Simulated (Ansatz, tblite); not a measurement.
# Ge15H24 ring rod (Ge₁₄NH₂₄): a ladder of methods and basis sets

Aim: run the doublet of Ge15H24 ring rod (Ge₁₄NH₂₄) at one geometry on many levels, and compare frontier levels, spin and run time.

Method: as each input shows; program: Ansatz 0.2.0, Gaussian basis.

The runs, in order: GFN1-xTB, GFN2-xTB, PBE-D4/def2-TZVP, r2SCAN-D4/def2-TZVP, HF/def2-TZVP, PBE-D4/def2-SVP, PBE0-D4/def2-SVP, MP2/def2-SVP.

2 further runs of the same task are left out: 2 set aside as unsound or not needed.

### 1 The relaxed structure

The doublet was relaxed beforehand with PBE-D4/def2-SVP.

39 atoms, charge 0, spin multiplicity 2.

Bond lengths: Ge1–Ge7 2.442 Å, Ge1–Ge10 2.443 Å, Ge1–Ge11 2.451 Å, Ge1–H16 1.559 Å, Ge2–Ge9 2.444 Å, Ge2–Ge10 2.445 Å, Ge2–Ge12 2.445 Å, Ge2–H17 1.560 Å, Ge3–Ge8 2.445 Å, Ge3–Ge13 2.445 Å, Ge3–H18 1.557 Å, Ge3–H19 1.556 Å, Ge4–Ge11 2.451 Å, Ge4–Ge13 2.443 Å, Ge4–H20 1.557 Å, Ge4–H21 1.557 Å, Ge5–Ge11 2.451 Å, Ge5–Ge12 2.449 Å and more. Angles: Ge7–Ge1–Ge10 107.8°, Ge7–Ge1–Ge11 110.1°, Ge7–Ge1–H16 107.8°, Ge10–Ge1–Ge11 109.2°, Ge10–Ge1–H16 111.4°, Ge11–Ge1–H16 110.5°, Ge9–Ge2–Ge10 107.1°, Ge9–Ge2–Ge12 109.3°, Ge9–Ge2–H17 107.3°, Ge10–Ge2–Ge12 110.2°, Ge10–Ge2–H17 111.3°, Ge12–Ge2–H17 111.4°, Ge8–Ge3–Ge13 111.4°, Ge8–Ge3–H18 110.3°, Ge8–Ge3–H19 108.5°, Ge13–Ge3–H18 110.7°, Ge13–Ge3–H19 108.3°, H18–Ge3–H19 107.5° and more.

Geometry (Å):

```xyz
39
Ge14H24N
Ge   -1.0119   -0.9529   -0.4208
Ge    1.6361   -1.1656   -3.2093
Ge   -1.1898   -1.2119    4.8849
Ge    1.8136   -0.9716    2.2939
Ge    1.8285    1.8564   -0.6115
Ge   -1.0109    1.8709    2.3193
Ge   -2.2679    0.3621   -2.0512
Ge   -2.4952    0.3831    3.5695
Ge    0.0220    0.1824   -4.4551
Ge    0.3609   -2.5548   -1.6530
Ge    0.4469    0.5093    0.8995
Ge    3.1468    0.3128   -1.9808
Ge    0.3226   -2.5098    3.4692
Ge    0.4220    3.3079   -1.9952
N    -1.0311    1.1709   -3.2324
H    -2.0401   -1.6753    0.5023
H     2.4102   -2.0375   -4.2452
H    -2.1357   -2.1533    5.6864
H    -0.3340   -0.4188    5.9150
H     2.8261   -1.7448    1.3991
H     2.6271   -0.1360    3.3247
H    -1.4975    1.9383   -3.7382
H     2.8304    2.6779    0.2654
H    -1.8372    2.8509    1.4369
H    -0.1570    2.7150    3.3096
H    -3.2845   -0.5223   -2.8465
H    -3.0399    1.5457   -1.4028
H    -3.3865   -0.3972    2.5613
H    -3.4408    1.1958    4.5026
H    -0.8941   -0.7144   -5.3508
H     0.7014    1.2556   -5.3523
H    -0.5246   -3.5745   -2.4275
H     1.2971   -3.3448   -0.6940
H     4.0931   -0.5507   -1.0951
H     4.0285    1.0937   -3.0003
H    -0.5045   -3.3037    2.4174
H     1.1165   -3.5397    4.3253
H    -0.9391    3.5141   -1.2468
H     1.0926    4.7369   -2.0735
```

PBE0-D4/def2-TZVP was run before; its log isn't repeated, and its numbers join the tables.

### 2 GFN1-xTB

Tight binding, by tblite at 300 K electronic temperature and without a spin-polarisation term:

```python
tblite.interface.Calculator('GFN1-xTB', numbers, positions, charge=0, uhf=1).singlepoint()
```

Energy -1077.3427 eV; 0.26 s.

### 3 GFN2-xTB

Tight binding, by tblite at 300 K electronic temperature and without a spin-polarisation term:

```python
tblite.interface.Calculator('GFN2-xTB', numbers, positions, charge=0, uhf=1).singlepoint()
```

Energy -1149.4856 eV; 0.26 s.

### 4 PBE-D4/def2-TZVP

start.molden holds the orbitals of an earlier run on this state, given as this run's starting guess.

Contents of in.yaml:

```yaml
crystal:
  periodic: [false, false, false]
  atoms:
    - {symbol: Ge, position_ang: [-1.011892, -0.952883, -0.420821]}
    - {symbol: Ge, position_ang: [1.636051, -1.165631, -3.209316]}
    - {symbol: Ge, position_ang: [-1.189781, -1.211934, 4.884859]}
    - {symbol: Ge, position_ang: [1.813596, -0.971643, 2.293923]}
    - {symbol: Ge, position_ang: [1.828511, 1.856439, -0.611543]}
    - {symbol: Ge, position_ang: [-1.010853, 1.870857, 2.319322]}
    - {symbol: Ge, position_ang: [-2.267887, 0.362086, -2.051164]}
    - {symbol: Ge, position_ang: [-2.495182, 0.383063, 3.569549]}
    - {symbol: Ge, position_ang: [0.022001, 0.182371, -4.455106]}
    - {symbol: Ge, position_ang: [0.360918, -2.554797, -1.653045]}
    - {symbol: Ge, position_ang: [0.446850, 0.509338, 0.899508]}
    - {symbol: Ge, position_ang: [3.146826, 0.312776, -1.980800]}
    - {symbol: Ge, position_ang: [0.322609, -2.509772, 3.469158]}
    - {symbol: Ge, position_ang: [0.421999, 3.307942, -1.995177]}
    - {symbol: N, position_ang: [-1.031079, 1.170946, -3.232395]}
    - {symbol: H, position_ang: [-2.040059, -1.675308, 0.502292]}
    - {symbol: H, position_ang: [2.410240, -2.037510, -4.245227]}
    - {symbol: H, position_ang: [-2.135720, -2.153307, 5.686428]}
    - {symbol: H, position_ang: [-0.333973, -0.418844, 5.915001]}
    - {symbol: H, position_ang: [2.826058, -1.744769, 1.399102]}
    - {symbol: H, position_ang: [2.627119, -0.135955, 3.324712]}
    - {symbol: H, position_ang: [-1.497508, 1.938292, -3.738170]}
    - {symbol: H, position_ang: [2.830351, 2.677939, 0.265449]}
    - {symbol: H, position_ang: [-1.837245, 2.850870, 1.436935]}
    - {symbol: H, position_ang: [-0.157041, 2.715021, 3.309579]}
    - {symbol: H, position_ang: [-3.284527, -0.522284, -2.846511]}
    - {symbol: H, position_ang: [-3.039942, 1.545719, -1.402846]}
    - {symbol: H, position_ang: [-3.386545, -0.397245, 2.561253]}
    - {symbol: H, position_ang: [-3.440795, 1.195754, 4.502594]}
    - {symbol: H, position_ang: [-0.894067, -0.714414, -5.350815]}
    - {symbol: H, position_ang: [0.701367, 1.255570, -5.352300]}
    - {symbol: H, position_ang: [-0.524558, -3.574451, -2.427503]}
    - {symbol: H, position_ang: [1.297108, -3.344814, -0.693966]}
    - {symbol: H, position_ang: [4.093089, -0.550692, -1.095060]}
    - {symbol: H, position_ang: [4.028527, 1.093692, -3.000342]}
    - {symbol: H, position_ang: [-0.504517, -3.303742, 2.417425]}
    - {symbol: H, position_ang: [1.116517, -3.539699, 4.325330]}
    - {symbol: H, position_ang: [-0.939137, 3.514137, -1.246757]}
    - {symbol: H, position_ang: [1.092608, 4.736902, -2.073539]}
basis:
  gaussian: {orbitals: def2-TZVP, fitting: {mean_field: def2-universal-jkfit}, initial_orbitals: start.molden}
magnetization: {spin_polarized: true, initial_magnetization: 1}
hamiltonian: {xc: pbe, dispersion: d4}
scf: {omitted_lower_state_checks: [starts]}
output: {forces: true, orbitals: {seedname: orbitals}}
```

Started as:

```sh
$ ansatz run in.yaml --threads 4 --pin off --events-out ev --progress --plain --max-ram 66560MiB --backend cuda --devices 0, --max-vram 37GiB
```

Further steps of the session: r2SCAN-D4/def2-TZVP; HF/def2-TZVP; PBE-D4/def2-SVP; PBE0-D4/def2-SVP; MP2/def2-SVP.

Before running them: what should the planned runs give, taken together? Wanted: gap in def2-TZVP, named functionals and Hartree-Fock, smallest and largest; correlation energy, MP2/def2-SVP; binding an atom, functionals in def2-TZVP; ⟨S²⟩ in def2-TZVP, named functionals and Hartree-Fock, smallest and largest; PBE0 total energy, smallest basis above largest.

**Answer**, as computed:

| quantity | value |
| --- | --- |
| gap in def2-TZVP, named functionals and Hartree-Fock, smallest and largest | 0.99 eV (PBE-D4), 8.99 eV (HF) |
| correlation energy, MP2/def2-SVP | -92.99 eV |
| binding an atom, functionals in def2-TZVP | 2.84 (PBE0-D4) to 2.88 eV (r2SCAN-D4) |
| ⟨S²⟩ in def2-TZVP, named functionals and Hartree-Fock, smallest and largest | 0.752, 0.758 |
| PBE0 total energy, smallest basis above largest | 101.26 eV (def2-SVP, def2-TZVP) |

**Reading.** Over the named functionals and Hartree-Fock in def2-TZVP the gap runs from 0.99 eV (PBE-D4) to 8.99 eV (HF); exact exchange widens it. Over the named functionals and Hartree-Fock in def2-TZVP spin contamination reaches 0.01 (HF), which is small.
